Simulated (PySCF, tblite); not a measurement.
# CH₄BrN, a complex of two parts: NMR shifts, interaction energy, infrared bands, spin-spin couplings, core binding energies and electronic excitations

The task here is to estimate one member of a computed series from the others.

Computed with tblite 0.8.0 and PySCF 2.14.0; each step states its level. No surroundings beyond the atoms listed, unless a continuum is named. Atoms count from 0, parts from 1.

## Starting point

7 atoms, charge 0, multiplicity 1; geometry: rigid parts in contact. Parts: 1 = atoms 0–1, `Br`, charge 0; 2 = atoms 2–6, `C=N`, charge 0.

Set-up of the first run:

Job settings and geometry (Å):

```
{"job": {"kind": "dock", "xc": "GFN2-xTB", "basis": "xTB"}, "charge": 0, "multiplicity": 1, "parts": [{"atoms": "0-1", "charge": 0, "multiplicity": 1}, {"atoms": "2-6", "charge": 0, "multiplicity": 1}]}
Br     0.700649    -0.009361    -0.004516
H     -0.700649     0.009361     0.004516
C      0.009940    -2.636134     1.306631
N     -0.082096    -2.480409     2.541919
H     -0.773920    -2.447915     0.564225
H      0.954277    -2.993342     0.913377
H     -0.983899    -2.142880     2.878421
```

Level: GFN2-xTB search for minima from random contacts, gas phase.

Command:

```console
> OMP_NUM_THREADS=1 python cluster_run.py task.json out
```

This one command runs all jobs of the session in turn.

Among the steps run: Docking the parts with GFN2-xTB; Relaxing the molecule at PBE0-D3(BJ)/def2-TZVPD; Nuclear shieldings: PBE0/pcSseg-2; Coupled-cluster interaction energy: CCSD(T) and MP2.

One of the session's tables, all rows but one given; the rest of the session is left out.

It belongs to the step «Coupled-cluster interaction energy: CCSD(T) and MP2». 

```
                 method  interaction energy (kcal/mol)
         HF/aug-cc-pVDZ                          -6.34
        MP2/aug-cc-pVDZ                         -11.26
       CCSD/aug-cc-pVDZ                          -7.73
    CCSD(T)/aug-cc-pVDZ                          -8.42
         HF/aug-cc-pVQZ                          -6.00
        MP2/aug-cc-pVQZ                         -13.57
    SCS-MP2/aug-cc-pVQZ                              ?
      MP2, extrapolated                         -14.20
CCSD(T), limit estimate                         -11.36
```

**Question.** Estimate the row for SCS-MP2/aug-cc-pVQZ.

As computed: interaction energy (kcal/mol): -10.92. In the column «interaction energy (kcal/mol)» it lies between MP2/aug-cc-pVDZ (-11.26) and CCSD(T)/aug-cc-pVDZ (-8.42).

Caveats from the session: The interaction energy leaves out the deformation of the parts, 5.94 kcal/mol (MP2); added to the CCSD(T) estimate it gives a binding of about -5.43 kcal/mol.
